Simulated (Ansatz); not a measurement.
# Te5P: the cost of one run

Program: Ansatz 0.2.0. Level of theory: DFT PBE, scalar-relativistic, plane waves, PAW. These are calculated values, not measurements.

1 further run of the same task is left out (it didn't finish).

## (1) The structure to begin with

It takes space group F-43m (No. 216, cubic). The conventional cell has a = 9.119 Å, b = 9.119 Å, c = 9.119 Å, α = 90.00°, β = 90.00°, γ = 90.00°. Around Te (site symmetry -43m) lie 12 Te at 3.78 Å and 4 P at 3.95 Å. Te (site symmetry 3m) is surrounded by 6 Te at 3.20 to 3.25 Å. Around P (site symmetry -43m) lie 16 Te at 3.78 to 3.95 Å.

As a file:

```xyz
6
Lattice="0.0000 4.5595 4.5595 4.5595 0.0000 4.5595 4.5595 4.5595 0.0000" Properties=species:S:1:pos:R:3 pbc="T T T"
Te    6.8392    6.8392    6.8392
Te    5.6912    5.6912    3.4277
Te    5.6912    3.4277    5.6912
Te    3.4277    3.4277    3.4277
Te    3.4277    5.6912    5.6912
P     0.0000    0.0000    0.0000
```

The cell is invented: species swapped into a database cell of ZrCu5 (F-43m, No. 216), with P on the Zr sites and Te on the Cu sites. Its size is a rough estimate.

## (2) The guess as it stands, on a coarse mesh

The input, input.yaml:

```yaml
crystal:
  lattice:
    - [0.0, 4.559464, 4.559464]
    - [4.559464, 0.0, 4.559464]
    - [4.559464, 4.559464, 0.0]
  atoms:
    - { symbol: Te, position: [0.75, 0.75, 0.75] }
    - { symbol: Te, position: [0.37588916, 0.37588916, 0.87233251] }
    - { symbol: Te, position: [0.37588916, 0.87233251, 0.37588916] }
    - { symbol: Te, position: [0.37588916, 0.37588916, 0.37588916] }
    - { symbol: Te, position: [0.87233251, 0.37588916, 0.37588916] }
    - { symbol: P, position: [0.0, 0.0, 0.0] }
basis:
  ecutwfc: 420
kpoints:
  mp_grid: { grid: [4, 4, 4] }
hamiltonian:
  xc: pbe
scf:
  occupations: { method: gaussian, width: 0.1 }
  lower_state_search: "off"
output:
  forces: true
  stress: true
  eigenvalues: true
```

Run with:

```
$ ansatz run input.yaml --threads 1 --pin off --max-ram 2560MiB --backend cpu --events-out ev --progress --plain --runs-dir out
```

What time and memory should one allow on 1 thread of Arm Neoverse N1, shared host?

About 9.7 s, with a peak of 0.42 GiB.
